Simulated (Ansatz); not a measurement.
This was printed by a script on Ansatz 0.2.0, Python API, for a single point from a YAML input of CuCl2, space group I4/mmm. What did the script look like? Level of theory: PBEsol, PAW, cutoff 420 eV, 7×7×7 k-points, Fermi-Dirac smearing of 0.15 eV.

The script reads `input.yaml`:
```yaml
crystal:
  lattice:
    - [-2.254859, 2.254859, 6.859903]
    - [2.254859, -2.254859, 6.859903]
    - [2.254859, 2.254859, -6.859903]
  atoms:
    - { symbol: Cu, position: [0.0, 0.0, 0.0] }
    - { symbol: Cl, position: [0.5, 0.0, 0.5] }
    - { symbol: Cl, position: [0.0, 0.5, 0.5] }
kpoints:
  mp_grid: { grid: [7, 7, 7], shift: [0.5, 0.5, 0.5] }
hamiltonian:
  xc: pbesol
scf:
  occupations: { method: fermi_dirac, width: 0.15 }
  n_extra_bands: 4
  eigensolver: { kind: davidson }
basis:
  ecutwfc: "420 eV"
output:
  forces: true
```

```console
$ python run_yaml_run.py
sections: ['crystal', 'kpoints', 'hamiltonian', 'scf', 'basis', 'output']
converged          True
n_iterations       7
n_electrons        33.0
n_kpoints          40
n_pw               2759
n_symmetry_ops     16
free_energy_ev     -8711.237909546657
fermi_energy_ev    -1.7544773825656519
forces (eV/A)
  Cu    0.0000    0.0000    0.0000
  Cl    0.0000    0.0000    0.0000
  Cl   -0.0000    0.0000    0.0000
doubts on the final state: none
warnings: none
```

One script that gives this output:

Script `run_yaml_run.py`:
```python
import warnings

import ansatz as az
import yaml

warnings.simplefilter("ignore", az.DeckWarning)

with open("input.yaml") as handle:
    tree = yaml.safe_load(handle)
print("sections:", list(tree))
out = az.Session.from_dict(tree).plan().execute()
report = out.report

for key in ("converged", "n_iterations", "n_electrons", "n_kpoints", "n_pw", "n_symmetry_ops", "free_energy_ev", "fermi_energy_ev"):
    print(f"{key:18s} {report[key]}")

print("forces (eV/A)")
for site, force in zip(out.lattice.sites, report["forces_ev_ang"]):
    print(f"  {site.symbol:2s} {force[0]:9.4f} {force[1]:9.4f} {force[2]:9.4f}")

print("doubts on the final state:", report["published_state_doubts"] or "none")
print("warnings:", sorted({n["data"]["kind"] for n in out.notices if n["data"].get("severity") in ("warning", "doubt")}) or "none")
```

What to keep in mind:
- The settings weren't tested for convergence.
- The cell holds an odd number of electrons and is run without spin, so a magnetic state may lie lower.
- The mesh is modest for a metal, so energies can be off by several to tens of meV an atom and pressures by half a GPa or more; differences at equal mesh fare better.
- The zero of the levels is a convention of the potentials, so an absolute Fermi energy is no work function.
- The smearing is wide enough that free energy and stress hold a thermal part of the electrons.
- Without a Hubbard U or exact exchange, semilocal functionals often make such 3d compounds metallic or too weakly gapped.
- The structure comes from a database of computed cells and needn't be a stable or known phase.
- It ran for 6.5 s on 1 thread of Arm Neoverse V1 (shared host), peak memory 0.44 GiB.
